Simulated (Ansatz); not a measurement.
# ClH₃S₃Ti: one species, many methods

The task here is to estimate one member of a computed series from the others.

Program: Ansatz 0.2.0, Gaussian basis. Level of theory: functionals in def2-TZVPP, the program's frozen cores in correlated methods. These are calculated values, not measurements.

Levels to be run: LDA (SPW92), PBE-D4, revPBE-D4, BLYP-D4, r2SCAN-D4, B97M-V, PBE0-D4, B3LYP-D4, r2SCANh-D4, r2SCAN0-D4, HSE06-D4, BHLYP-D4, CAM-B3LYP-D4, LC-ωPBE, ωB97X-V, ωB97M-V, B2PLYP, PBE-QIDH; CCSD(T)/def2-SVP; CCSD(T)/def2-TZVPP; MP2/def2-QZVPP; extrapolation to the limit; RPA on PBE.

## The geometry

An earlier PBE0-D4 in a triple-zeta def2 set relaxation fixed the geometry.

SMILES `[SH][Ti]([SH])([SH])[Cl]`, 8 atoms, charge 0, spin multiplicity 1.

Atoms are counted from 1 here; the program's logs count them from 0.

Bond lengths: S1–Ti2 2.273 Å, S1–H6 1.347 Å, Ti2–S3 2.273 Å, Ti2–S4 2.273 Å, Ti2–Cl5 2.174 Å, S3–H7 1.347 Å, S4–H8 1.347 Å. Angles: Ti2–S1–H6 91.3°, S1–Ti2–S3 108.9°, S1–Ti2–S4 108.9°, S1–Ti2–Cl5 110.0°, S3–Ti2–S4 108.9°, S3–Ti2–Cl5 110.0°, S4–Ti2–Cl5 110.0°, Ti2–S3–H7 91.3°, Ti2–S4–H8 91.3°.

The first run:

Contents of in.yaml:

```yaml
crystal:
  periodic: [false, false, false]
  atoms:
    - {symbol: S, position_ang: [-1.619347, 1.359946, -0.222389]}
    - {symbol: Ti, position_ang: [0.459839, 0.478852, 0.038813]}
    - {symbol: S, position_ang: [0.492166, -0.788514, 1.925678]}
    - {symbol: S, position_ang: [0.928939, -0.846406, -1.747610]}
    - {symbol: Cl, position_ang: [1.930027, 2.073552, 0.188830]}
    - {symbol: H, position_ang: [-2.137063, 0.477995, 0.653534]}
    - {symbol: H, position_ang: [0.408507, -1.921758, 1.203261]}
    - {symbol: H, position_ang: [-0.370968, -0.890568, -2.096016]}
basis:
  gaussian: {orbitals: def2-TZVPP}
hamiltonian: {xc: lda}
output: {orbitals: {seedname: orbitals}}
```

Started as:

```
$ ansatz run in.yaml --threads 4 --pin off --events-out ev --progress --plain --max-ram 10444MiB
```

Steps of the session up to this table: LDA; PBE-D4 (GGA); revPBE-D4 (GGA); BLYP-D4 (GGA); r2SCAN-D4 (meta-GGA); B97M-V (meta-GGA); PBE0-D4 (hybrid); B3LYP-D4 (hybrid); r2SCANh-D4 (hybrid); r2SCAN0-D4 (hybrid); HSE06-D4 (hybrid); BHLYP-D4 (hybrid); CAM-B3LYP-D4 (range-separated); LC-ωPBE (range-separated); ωB97X-V (range-separated); ωB97M-V (range-separated); B2PLYP (double hybrid); PBE-QIDH (double hybrid).

One of the session's tables, all rows but one given; the rest of the session is left out.

It belongs to the step «Frontier levels by functional». 

```
  functional  HOMO (eV)  LUMO (eV)  gap (eV)
 LDA (SPW92)          ?          ?         ?
      PBE-D4      -6.84      -4.04      2.80
   revPBE-D4      -6.78      -3.97      2.81
     BLYP-D4      -6.64      -3.88      2.76
   r2SCAN-D4      -7.13      -4.01      3.12
      B97M-V      -7.18      -3.98      3.20
     PBE0-D4      -8.01      -3.17      4.84
    B3LYP-D4      -7.75      -3.37      4.38
  r2SCANh-D4      -7.56      -3.66      3.89
  r2SCAN0-D4      -8.20      -3.13      5.08
    HSE06-D4      -7.61      -3.55      4.07
    BHLYP-D4      -9.02      -2.07      6.95
CAM-B3LYP-D4      -9.27      -2.10      7.17
     LC-ωPBE     -10.68      -1.14      9.54
     ωB97X-V     -10.31      -1.10      9.21
     ωB97M-V     -10.12      -1.05      9.07
```

**Question.** Estimate the row for LDA (SPW92).

As computed: HOMO (eV): -6.98; LUMO (eV): -4.24; gap (eV): 2.74. In the column «HOMO (eV)» it lies between r2SCAN-D4 (-7.13) and PBE-D4 (-6.84).
